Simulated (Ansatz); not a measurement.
This script makes a convergence test of the plane-wave cutoff of BaZrO3, space group Pm-3m with Ansatz 0.2.0 through its Python package.

Script `ecut_bazro3.py`:
```python
'''Convergence of BaZrO3 with the plane-wave cutoff.'''

import warnings

import ansatz as az
from tabulate import tabulate


def main() -> None:
    warnings.simplefilter('ignore', az.DeckWarning)

    lattice = az.Lattice.of(
        [4.19134, 0.0, 0.0],
        [0.0, 4.19134, 0.0],
        [0.0, 0.0, 4.19134],
    )
    sites = [
        ('Ba', [0.0, 0.0, 0.0]),
        ('Zr', [0.5, 0.5, 0.5]),
        ('O', [0.0, 0.5, 0.5]),
        ('O', [0.5, 0.0, 0.5]),
        ('O', [0.5, 0.5, 0.0]),
    ]
    cell = az.Crystal(lattice=lattice)
    for symbol, position in sites:
        cell = cell.atom(symbol, position)

    base = (
        cell.calculation()
        .kpoints(4)  # the mesh must be finer for metals
        .occupations(az.OccupationsMethod.FIXED)
        .band_table()  # levels at the mesh points
    )

    rows = []
    for value in [250, 350, 450, 550, 650]:
        summary = base.basis(value).run(threads=1, pin='off').report
        rows.append((value, summary['free_energy_ev'] / len(summary['lattice']['sites']), summary['n_iterations'], summary['gap_by_band_count_ev'], summary['n_pw']))

    print(tabulate(rows, headers=['cutoff (eV)', 'F/atom (eV)', 'iterations', 'gap by band count (eV)', 'plane waves'], floatfmt='.4f', tablefmt='github'))

    # differences from the last row
    for row in rows[:-1]:
        shift = 1000 * (row[1] - rows[-1][1])
        print(f'{row[0]}: {shift:+.2f} meV/atom' + ('  (within 5 meV)' if abs(shift) < 5 else ''))


if __name__ == '__main__':
    main()
```

From which cutoff on is the energy per atom within 5 meV of the last row, and how does it get there?

From 450 eV on it stays within 5 meV an atom of the value at 650 eV; the first row (250 eV) is off by 1131.1 meV and the last but one by 0.38 meV. The energy falls steadily, as expected when plane waves are added.

The output:

Running `python ecut_bazro3.py` prints:
```text
|   cutoff (eV) |   F/atom (eV) |   iterations |   gap by band count (eV) |   plane waves |
|---------------|---------------|--------------|--------------------------|---------------|
|           250 |    -2367.8049 |            7 |                   3.1731 |           691 |
|           350 |    -2368.8784 |            6 |                   3.2364 |          1045 |
|           450 |    -2368.9348 |            6 |                   3.2337 |          1575 |
|           550 |    -2368.9356 |            6 |                   3.2339 |          2109 |
|           650 |    -2368.9360 |            6 |                   3.2337 |          2777 |
250: +1131.12 meV/atom
350: +57.59 meV/atom
450: +1.20 meV/atom  (within 5 meV)
550: +0.38 meV/atom  (within 5 meV)
```

Reading the output:
- The run is spin-unpolarised.
- Semilocal gaps usually lie well under measured ones.
- No functional is typed, so the default, PBE, holds.
- The starting cell is as deposited in a crystallographic database; the results hold for this polymorph, which needn't be the stable one.
- Levels are Kohn-Sham eigenvalues on this mesh, without spin-orbit coupling.
- Shifts are counted from the last row, which is itself no proven limit.
- The script silences the warnings on its input, which a real study should read.
- Finished in 5.1 s on 1 thread of Intel(R) Xeon(R) Processor @ 2.30GHz, on a shared host, peak memory 0.56 GiB.
